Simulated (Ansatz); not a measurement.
# C2H6OSi (charge +1), SMILES C[SiH2]C=[O+]: vertical spin-state energies

Computed with Ansatz's Python interface.

At the Python prompt:
```pycon
>>> import warnings
>>> import ansatz as az
>>> warnings.simplefilter('ignore', az.DeckWarning)
>>> geometry = (
...     az.Crystal.molecule()
...     .atom('C', (-1.348, -0.4003, 0.1467))
...     .atom('Si', (0.1654, 0.6923, 0.1706))
...     .atom('C', (1.6361, -0.2789, -0.3651))
...     .atom('O', (1.6634, -0.7827, -1.4754))
...     .atom('H', (-1.197, -1.2562, 0.8361))
...     .atom('H', (-2.2315, 0.1859, 0.4727))
...     .atom('H', (-1.5146, -0.779, -0.8826))
...     .atom('H', (-0.0341, 1.8253, -0.7449))
...     .atom('H', (0.3822, 1.1957, 1.5349))
...     .atom('H', (2.478, -0.4021, 0.307))
... )
>>> setup = geometry.calculation()
>>> setup = setup.basis(gaussian='aug-cc-pVDZ').functional('r2scan')
>>> setup = setup.charge(1)
>>> found = {}
>>> for unpaired in [1, 3]:
...     summary = setup.spin('collinear', total=unpaired).run(threads=1, backend='cpu').report
...     s = unpaired / 2
...     found[unpaired] = summary['free_energy_ev']
...     print(f'2S+1 = {unpaired + 1}: E = {found[unpaired]:.5f} eV, <S^2> = {abs(summary["mean_field"]["state"]["spin_squared"]):.3f} (pure state {s * (s + 1):.2f})')
...
2S+1 = 2: E = -12083.76422 eV, <S^2> = 0.758 (pure state 0.75)
2S+1 = 4: E = -12079.75947 eV, <S^2> = 3.764 (pure state 3.75)
>>> lowest = min(found, key=found.get)
>>> for unpaired, e in found.items():
...     print(f'multiplicity {unpaired + 1}: {(e - found[lowest]):.3f} eV above the lowest')
...
multiplicity 2: 0.000 eV above the lowest
multiplicity 4: 4.005 eV above the lowest
```

In order: multiplicity 2 (+0.00 eV) and multiplicity 4 (+4.00 eV), all at the one geometry.

Notes:
- Total energies depend on the basis set; only differences at equal settings carry meaning.
- The geometry is a force-field or estimated start, not a minimum of this method, and the basis set is short of its limit. All parts are taken at fixed geometry, without zero-point energy.
- The species is open-shell (spin multiplicity 2).
- Run time: 110 s on 1 thread of Arm Neoverse N1, on a shared host, peak memory 0.4 GiB.
